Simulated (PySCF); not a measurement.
# YbH3(H2O): other functionals and bases at one geometry

One table from this session's results is given with a row withheld; the runs are named, their logs left out.

Computed with PySCF 2.14.0. Level: several levels, as the steps say, no spin–orbit coupling.

1 further run of the same task is left out (for a known fault of the program).

## Where the work starts

7 atoms, charge 0, spin multiplicity 1.

Bond lengths: Yb1–H2 1.986 Å, Yb1–H3 1.983 Å, Yb1–H4 1.998 Å, Yb1–O5 2.316 Å, O5–H6 0.966 Å, O5–H7 0.971 Å. Angles: H2–Yb1–H3 118.0°, H2–Yb1–H4 118.0°, H2–Yb1–O5 97.4°, H3–Yb1–H4 118.7°, H3–Yb1–O5 112.5°, H4–Yb1–O5 82.8°, Yb1–O5–H6 128.9°, Yb1–O5–H7 108.9°, H6–O5–H7 107.9°.

Coordinates:

| atom | x (Å) | y (Å) | z (Å) |
| --- | --- | --- | --- |
| Yb1 | 0.1147 | -0.1243 | 0.1323 |
| H2 | 1.1488 | 1.3223 | 1.0177 |
| H3 | -0.9823 | -1.3163 | 1.2753 |
| H4 | 0.7854 | -0.8231 | -1.6155 |
| O5 | -1.1770 | 1.2260 | -1.2358 |
| H6 | -1.3575 | 2.1723 | -1.1582 |
| H7 | -0.9527 | 1.0406 | -2.1617 |

Formal oxidation states: Yb +3. Each metal's 13 4f electrons lie in its core potential, so multiplicities, spins and levels count the valence alone. An earlier session relaxed this geometry at PBE0, Yb lcecp-1-SVP with ECP59, H def2-SVP, O def2-SVP (singlet, point group C1).

At PBE0 on the finer grid: E = -117.435815 Eh, HOMO -6.42 eV, LUMO -0.60 eV, Mulliken charge on Yb1 +0.53 e, largest force component 0.006 eV/Å. 

Levels to run: BLYP; wB97X; PBE0, TZVP. Hardware: 2 threads of Arm Neoverse V2, shared host.

The first run:

Contents of run.py (the lines that set the calculation):

```python
mol = gto.M(atom='''
Yb     0.11469    -0.12430     0.13229
H      1.14881     1.32226     1.01774
H     -0.98231    -1.31630     1.27535
H      0.78538    -0.82314    -1.61549
O     -1.17699     1.22603    -1.23581
H     -1.35746     2.17229    -1.15822
H     -0.95271     1.04057    -2.16173''',
    basis={'Yb': 'lcecp-1-SVP', 'H': 'def2-SVP', 'O': 'def2-SVP'},
    ecp={'Yb': 'lcecp-1-SVP'},
    charge=0, spin=0)
mf = dft.RKS(mol, xc='BLYP')
mf.grids.atom_grid = (75, 302)  # f atoms: unpruned, at least (60, 302)
mf = mf.density_fit()  # fitting sets: Yb AutoAux, H def2-universal-JKFIT, O def2-universal-JKFIT
mf.conv_tol = 1e-08; mf.max_cycle = 55
mf.kernel(dm0)  # dm0: the density of the relaxed state
```

Started as:

```console
OMP_NUM_THREADS=2 python run.py
```

Steps of the session up to this table: BLYP; wB97X; PBE0, TZVP.

One of the session's tables, all rows but one given; the rest of the session is left out.

| level | HOMO (eV) | gap (eV) | charge on Yb1 (e) | dipole (D) | largest force component (eV/Å) |
| --- | --- | --- | --- | --- | --- |
| PBE0 (relaxed here) | -6.42 | 5.82 | 0.53 | 5.33 | 0.01 |
| BLYP | -5.10 | 3.55 | 0.31 | 5.30 | 0.63 |
| wB97X | -8.92 | 10.24 | 0.49 | 5.44 | 0.08 |
| PBE0, TZVP | ? | ? | ? | ? | ? |

Estimate the missing values for PBE0, TZVP.

The run gave: HOMO (eV): -6.47; gap (eV): 5.58; charge on Yb1 (e): 0.73; dipole (D): 5.21; largest force component (eV/Å): 0.23. In the column «HOMO (eV)» it lies between wB97X (-8.92) and PBE0 (relaxed here) (-6.42).

In one basis the HOMO–LUMO gap runs from 3.55 eV (BLYP) to 10.24 eV (wB97X). The largest leftover force, 0.63 eV/Å with BLYP, stands at a geometry relaxed at another level. With 4f in the core, its levels are missing from HOMO and gap, and its count is fixed, so no charge can pass from the ligands into it. Total energies of different levels can't be compared.
